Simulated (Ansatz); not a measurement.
# ClGaH3N: the cost of one run

Program: Ansatz 0.2.0. Level of theory: RKS PBE-D4/def2-SVP. These are calculated values, not measurements.

### 1 The system as given

Bond lengths: Ga1–N2 2.130 Å, N2–H3 1.060 Å, N2–H4 1.060 Å, Ga1–H5 1.770 Å, Ga1–Cl6 2.240 Å. Angles: Ga1–N2–H3 80.8°, Ga1–N2–H4 156.7°, H3–N2–H4 120.0°, N2–Ga1–H5 42.8°, N2–Ga1–Cl6 160.7°, H5–Ga1–Cl6 156.5°.

As a file:

```xyz
6

Ga    0.0000    0.0000    0.0000
N     1.3882    0.0000    1.6155
H     0.5112   -0.2713    2.1455
H     2.2651    0.2713    2.1455
H     1.7585    0.0000    0.2012
Cl   -1.9398    0.0000   -1.1200
```

### 2 A restrained relaxation towards end A

Springs on the bonds that form and break draw the guess towards this end; the thresholds are loose.

File input.yaml:

```yaml
crystal:
  periodic: [false, false, false]
  atoms:
    - { symbol: Ga, position_ang: [0.0, 0.0, 0.0] }
    - { symbol: "N", position_ang: [1.3882, 0.0, 1.6155] }
    - { symbol: H, position_ang: [0.5112, -0.2713, 2.1455] }
    - { symbol: H, position_ang: [2.2651, 0.2713, 2.1455] }
    - { symbol: H, position_ang: [1.7585, 0.0, 0.2012] }
    - { symbol: Cl, position_ang: [-1.9398, 0.0, -1.12] }
basis:
  gaussian: { orbitals: def2-SVP }
hamiltonian:
  xc: pbe
  dispersion: d4
relax:
  f_tol: 0.15
  max_steps: 25
  restrain:
    - { distance: [1, 4], at: 2.26, k: 30.0 }
    - { distance: [0, 1], at: 1.93, k: 30.0 }
    - { distance: [0, 4], at: 1.57, k: 30.0 }
output:
  orbitals: {}
```

Run with:

```
$ ansatz run input.yaml --threads 1 --pin off --max-ram 2048MiB --backend cpu --events-out ev --progress --plain --runs-dir out
```

Q: Estimate wall time and peak memory on 1 thread of Arm Neoverse V1, shared host.

About 20 s, with a peak of 0.14 GiB.
